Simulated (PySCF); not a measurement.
# C₃H₄FGa: NMR shifts at several levels of theory, part 2 of 2

PySCF 2.14.0. Atoms count from 0. Earlier steps stand in the parts before.

## Step 9: Nuclear shieldings: KT3/pcSseg-2

Job settings and geometry (Å):

```
{"job": {"kind": "nmr", "xc": "KT3", "basis": "pcSseg-2", "pop": false}, "charge": 0, "multiplicity": 1}
C     -1.984007    -0.382912    -0.255156
C     -0.576180    -0.080643    -0.081621
C      0.611626     0.165548     0.064383
Ga     2.448860     0.560862     0.277658
F      3.448816    -0.785006     0.800707
H     -2.402500     0.160612    -1.116420
H     -2.557626    -0.091935     0.638773
H     -2.138695    -1.460378    -0.420553
H      3.206483     1.895998     0.059566
```

Level: GIAO KT3/pcSseg-2 NMR shielding, non-relativistic, gas phase.

Standard output:

```text
coarse grid: 38144 points
cycle   1  E = -2152.0573138738  dE = -1.479e-01  |g| = 1.139e+00  |ddm| = 3.907e+00
cycle   2  E = -2150.3468080771  dE =  1.711e+00  |g| = 3.211e+00  |ddm| = 4.581e+00
cycle   3  E = -2152.1889351698  dE = -1.842e+00  |g| = 5.395e-01  |ddm| = 4.371e+00
cycle   4  E = -2152.2453436487  dE = -5.641e-02  |g| = 2.580e-01  |ddm| = 6.634e-01
cycle   5  E = -2152.2561856765  dE = -1.084e-02  |g| = 6.301e-02  |ddm| = 1.980e-01
cycle   6  E = -2152.2567565291  dE = -5.709e-04  |g| = 2.846e-02  |ddm| = 5.566e-02
cycle   7  E = -2152.2568233867  dE = -6.686e-05  |g| = 2.242e-02  |ddm| = 2.903e-02
cycle   8  E = -2152.2569494290  dE = -1.260e-04  |g| = 3.682e-03  |ddm| = 1.822e-02
cycle   9  E = -2152.2569531481  dE = -3.719e-06  |g| = 9.275e-04  |ddm| = 5.005e-03
final grid: 80008 points
cycle  10  E = -2152.2570301198  dE = -1.514e-07  |g| = 1.564e-03  |ddm| = 5.233e-03
cycle  11  E = -2152.2570294206  dE =  6.992e-07  |g| = 2.872e-03  |ddm| = 3.411e-03
cycle  12  E = -2152.2570303671  dE = -9.465e-07  |g| = 6.269e-04  |ddm| = 1.964e-03
cycle  13  E = -2152.2570304697  dE = -1.027e-07  |g| = 1.170e-04  |ddm| = 4.964e-04
cycle  14  E = -2152.2570304738  dE = -4.075e-09  |g| = 1.429e-05  |ddm| = 1.610e-04
cycle  15  E = -2152.2570304738  dE = -2.137e-11  |g| = 1.109e-05  |ddm| = 2.084e-05
converged SCF energy = -2152.2570304738

GIAO shielding tensors (ppm)
atom      isotropic    diamagn.    paramagn.     s11        s22        s33       span
  0 C      174.788     240.328     -65.540    164.830    164.970    194.565     29.735
  1 C       77.404     267.542    -190.139    -21.978    -13.905    268.095    290.074
  2 C      100.170     271.436    -171.266     16.622     18.105    265.783    249.160
  3 Ga    1470.545    2643.927   -1173.382   1309.108   1384.631   1717.898    408.790
  4 F      281.465     472.730    -191.265    105.545    327.635    411.214    305.669
  5 H       29.287      27.527       1.760     24.564     27.636     35.661     11.097
  6 H       29.279      27.580       1.700     24.661     27.585     35.592     10.931
  7 H       29.262      27.698       1.564     24.454     27.663     35.669     11.215
  8 H       26.202      27.554      -1.352     20.120     20.659     37.827     17.707
```

Run time: 64 s. Hardware: 1 thread of Arm Neoverse N1, shared host; peak memory 0.83 GiB.

Key values: δ C1 103.9, C2 81.1, C0 6.5, Ga3 248, H8 5.15, H5 2.08 ppm (means over like atoms).

## Step 10: NMR shieldings: B97-D/pcSseg-2

Settings changed since step 9:

```diff
@@ -1,2 +1,2 @@
-{"job": {"kind": "nmr", "xc": "KT3", "basis": "pcSseg-2", "pop": false}, "charge": 0, "multiplicity": 1}
+{"job": {"kind": "nmr", "xc": "B97-D", "basis": "pcSseg-2", "pop": false}, "charge": 0, "multiplicity": 1}
 C     -1.984007    -0.382912    -0.255156
```

Method: GIAO B97-D/pcSseg-2 NMR shielding, non-relativistic, gas phase.

Standard output:

```text
coarse grid: 38144 points
cycle   1  E = -2142.1514656332  dE = -1.620e-01  |g| = 1.315e+00  |ddm| = 2.713e+00
cycle   2  E = -2140.6619297995  dE =  1.490e+00  |g| = 3.262e+00  |ddm| = 3.762e+00
cycle   3  E = -2142.2798353350  dE = -1.618e+00  |g| = 6.592e-01  |ddm| = 3.244e+00
cycle   4  E = -2142.3535912719  dE = -7.376e-02  |g| = 2.194e-01  |ddm| = 5.974e-01
cycle   5  E = -2142.3586397750  dE = -5.049e-03  |g| = 7.984e-02  |ddm| = 2.157e-01
cycle   6  E = -2142.3592858141  dE = -6.460e-04  |g| = 5.945e-02  |ddm| = 8.279e-02
cycle   7  E = -2142.3601209145  dE = -8.351e-04  |g| = 1.625e-02  |ddm| = 4.291e-02
cycle   8  E = -2142.3601727104  dE = -5.180e-05  |g| = 3.655e-03  |ddm| = 1.206e-02
cycle   9  E = -2142.3601753627  dE = -2.652e-06  |g| = 7.321e-04  |ddm| = 3.170e-03
final grid: 80008 points
cycle  10  E = -2142.3602077752  dE = -9.509e-08  |g| = 1.354e-03  |ddm| = 6.197e-03
cycle  11  E = -2142.3602065560  dE =  1.219e-06  |g| = 2.894e-03  |ddm| = 3.518e-03
cycle  12  E = -2142.3602081220  dE = -1.566e-06  |g| = 4.828e-04  |ddm| = 2.066e-03
cycle  13  E = -2142.3602081693  dE = -4.731e-08  |g| = 1.846e-04  |ddm| = 4.832e-04
cycle  14  E = -2142.3602081776  dE = -8.277e-09  |g| = 5.597e-05  |ddm| = 1.523e-04
cycle  15  E = -2142.3602081781  dE = -5.712e-10  |g| = 7.485e-06  |ddm| = 3.878e-05
converged SCF energy = -2142.3602081781

GIAO shielding tensors (ppm)
atom      isotropic    diamagn.    paramagn.     s11        s22        s33       span
  0 C      172.948     243.255     -70.307    163.090    163.412    192.342     29.252
  1 C       70.421     259.386    -188.966    -31.568    -22.980    265.809    297.377
  2 C       92.928     262.919    -169.991      6.122      8.117    264.544    258.422
  3 Ga    1402.008    2643.533   -1241.525   1251.621   1292.292   1662.110    410.489
  4 F      273.627     471.697    -198.070     91.700    316.105    413.077    321.376
  5 H       29.365      28.048       1.316     24.718     27.733     35.643     10.925
  6 H       29.359      28.077       1.282     24.817     27.681     35.579     10.762
  7 H       29.341      28.177       1.163     24.607     27.766     35.650     11.043
  8 H       25.925      27.827      -1.902     19.864     20.324     37.587     17.723
```

Run time: 65 s. Hardware: 1 thread of Arm Neoverse N1, shared host; peak memory 0.89 GiB.

Key values: δ C1 108.6, C2 86.1, C0 6.1, Ga3 278, H8 5.47, H5 2.04 ppm (means over like atoms).

## Step 11: NMR shieldings: B3LYP/pcSseg-2

Settings changed since step 10:

```diff
@@ -1,2 +1,2 @@
-{"job": {"kind": "nmr", "xc": "B97-D", "basis": "pcSseg-2", "pop": false}, "charge": 0, "multiplicity": 1}
+{"job": {"kind": "nmr", "xc": "B3LYP", "basis": "pcSseg-2", "pop": false}, "charge": 0, "multiplicity": 1}
 C     -1.984007    -0.382912    -0.255156
```

Level: GIAO B3LYP/pcSseg-2 NMR shielding, non-relativistic, gas phase.

Standard output:

```text
coarse grid: 38144 points
cycle   1  E = -2141.4058383231  dE = -1.479e-01  |g| = 1.430e+00  |ddm| = 2.638e+00
cycle   2  E = -2140.8310172424  dE =  5.748e-01  |g| = 2.540e+00  |ddm| = 2.326e+00
cycle   3  E = -2141.5766915471  dE = -7.457e-01  |g| = 4.055e-01  |ddm| = 1.692e+00
cycle   4  E = -2141.6009993149  dE = -2.431e-02  |g| = 1.339e-01  |ddm| = 2.962e-01
cycle   5  E = -2141.6027404171  dE = -1.741e-03  |g| = 3.639e-02  |ddm| = 9.587e-02
cycle   6  E = -2141.6029739744  dE = -2.336e-04  |g| = 1.952e-02  |ddm| = 3.615e-02
cycle   7  E = -2141.6030593306  dE = -8.536e-05  |g| = 4.582e-03  |ddm| = 1.617e-02
cycle   8  E = -2141.6030637795  dE = -4.449e-06  |g| = 6.747e-04  |ddm| = 5.249e-03
final grid: 80008 points
cycle   9  E = -2141.6030879018  dE = -3.470e-08  |g| = 1.061e-03  |ddm| = 2.724e-03
cycle  10  E = -2141.6030875047  dE =  3.971e-07  |g| = 1.875e-03  |ddm| = 2.027e-03
cycle  11  E = -2141.6030881113  dE = -6.066e-07  |g| = 1.936e-04  |ddm| = 1.159e-03
cycle  12  E = -2141.6030881195  dE = -8.193e-09  |g| = 5.378e-05  |ddm| = 2.563e-04
cycle  13  E = -2141.6030881201  dE = -6.285e-10  |g| = 1.753e-05  |ddm| = 4.870e-05
converged SCF energy = -2141.6030881201

GIAO shielding tensors (ppm)
atom      isotropic    diamagn.    paramagn.     s11        s22        s33       span
  0 C      174.213     238.937     -64.724    164.798    165.201    192.641     27.843
  1 C       64.095     258.972    -194.877    -42.623    -33.175    268.083    310.705
  2 C       88.934     263.227    -174.293     -0.475      0.688    266.588    267.063
  3 Ga    1415.741    2640.148   -1224.407   1265.152   1289.699   1692.372    427.220
  4 F      293.850     471.555    -177.705    122.012    330.087    429.451    307.439
  5 H       29.400      28.053       1.347     24.684     27.733     35.783     11.099
  6 H       29.395      28.056       1.339     24.780     27.679     35.726     10.947
  7 H       29.376      28.140       1.236     24.572     27.764     35.793     11.221
  8 H       26.060      27.647      -1.587     19.918     20.464     37.799     17.881
```

It took 55 s on 1 thread of Arm Neoverse N1, shared host; peak memory 1.1 GiB.

In short: δ C1 115.1, C2 90.3, C0 5.0, Ga3 278, H8 5.33, H5 2.00 ppm (means over like atoms).

## Step 12: Comparing the runs: NMR shifts

Shifts (ppm), means over like atoms, with basis size and wall time:

```csv
run,C1,C2,C0,H8,H5,Ga3,F4,functions,time
HF/pcSseg-2,121.5,88.6,4.5,4.58,1.94,191,-140.9,263,38 s
LDA/pcSseg-2,117.9,96.9,3.3,5.95,1.96,365,-107.9,263,55 s
PBE/pcSseg-2,113.1,90.6,5.3,5.57,2.00,308,-118.0,263,64 s
BLYP/pcSseg-2,112.0,89.9,5.1,5.58,2.05,301,-112.9,263,64 s
BP86/pcSseg-2,112.7,90.3,5.6,5.65,2.00,306,-115.6,263,65 s
OPBE/pcSseg-2,109.1,86.0,6.9,5.20,1.98,257,-136.7,263,66 s
KT2/pcSseg-2,106.1,83.9,5.6,5.52,2.07,290,-124.3,263,66 s
KT3/pcSseg-2,103.9,81.1,6.5,5.15,2.08,248,-134.6,263,64 s
B97-D/pcSseg-2,108.6,86.1,6.1,5.47,2.04,278,-119.5,263,65 s
B3LYP/pcSseg-2,115.1,90.3,5.0,5.33,2.00,278,-124.1,263,55 s
```

## Step 13: Outcome

This closing draws on all 2 parts.

```
                                                            quantity                 value
                                13C shifts against TMS (HF/pcSseg-2)  121.5, 88.6, 4.5 ppm
1H shifts against TMS (HF/pcSseg-2, means over atoms taken as alike)        4.58, 1.94 ppm
                             71Ga shifts against GaH4- (HF/pcSseg-2)               191 ppm
                              19F shifts against CFCl3 (HF/pcSseg-2)            -140.9 ppm
                                           range of the shift of Ga3        191 to 365 ppm
```

**Reading.** Single values in the summary come from the first run of each kind that ended normally (HF/pcSseg-2), which need not be the best level. At HF/pcSseg-2: Shielding is most anisotropic at Ga3 (span 478 ppm, paramagnetic term -1000 ppm). Across the 10 runs the shift of Ga3 moves most, between 191 (HF/pcSseg-2) and 365 ppm (LDA/pcSseg-2). Spin-orbit coupling is left out, which matters for shieldings and couplings at and beside the heavy atoms.
